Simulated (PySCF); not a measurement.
# C3H10B2FN: the cost of one run

Computed with PySCF 2.14.0, with density-fitted response routines of our own, on a single molecule in the gas phase. Atoms are numbered from 0 throughout.

**1. Starting geometry**

17 atoms, charge 0, multiplicity 1; geometry from: GFN2-xTB.

Bonds of the start (Å): B0–C1 1.55, C1–B2 1.69, B2–N3 1.64, C1–C4 1.48, C4–C5 1.32, C4–F6 1.39, B0–H7 1.17, B0–H8 1.17, C1–H9 1.09, B2–H10 1.19, B2–H11 1.19, N3–H12 1.02, N3–H13 1.01, N3–H14 1.02, C5–H15 1.08, C5–H16 1.07.

**2. Ultraviolet spectrum: CAM-B3LYP/def2-SVPD**

Job settings and geometry (Å):

```
{"job": {"kind": "uv", "xc": "CAM-B3LYP", "basis": "def2-SVPD", "nstates": 8, "ntriplets": 3}, "charge": 0, "multiplicity": 1}
B     -1.068150     1.687910    -0.419491
C     -0.266591     0.365058    -0.405119
B      0.992848     0.654946     0.682386
N      2.044873    -0.575122     0.418020
C     -0.943908    -0.886059    -0.009023
C     -2.046980    -1.118426     0.677412
F     -0.229036    -2.010242    -0.417985
H     -1.992696     1.865017     0.273816
H     -0.701628     2.559286    -1.110650
H      0.236980     0.178858    -1.359020
H      0.640771     0.561925     1.811533
H      1.584123     1.655628     0.443188
H      2.435683    -0.491341    -0.515724
H      2.788779    -0.552346     1.107509
H      1.538182    -1.455658     0.481240
H     -2.369426    -2.120314     0.900403
H     -2.650820    -0.307090     1.029444
```

Level: TDDFT CAM-B3LYP/def2-SVPD, vertical, gas phase, core orbitals frozen in the response.

On the command line:

```console
$ OMP_NUM_THREADS=1 python probes_run.py task.json out
```

One launch serves the whole session: the jobs run in the order shown.

**Question.** How long does this job take on 1 thread of Arm Neoverse N1, shared host, and how much memory does it need?

About 90 s, with a peak of 1 GiB.
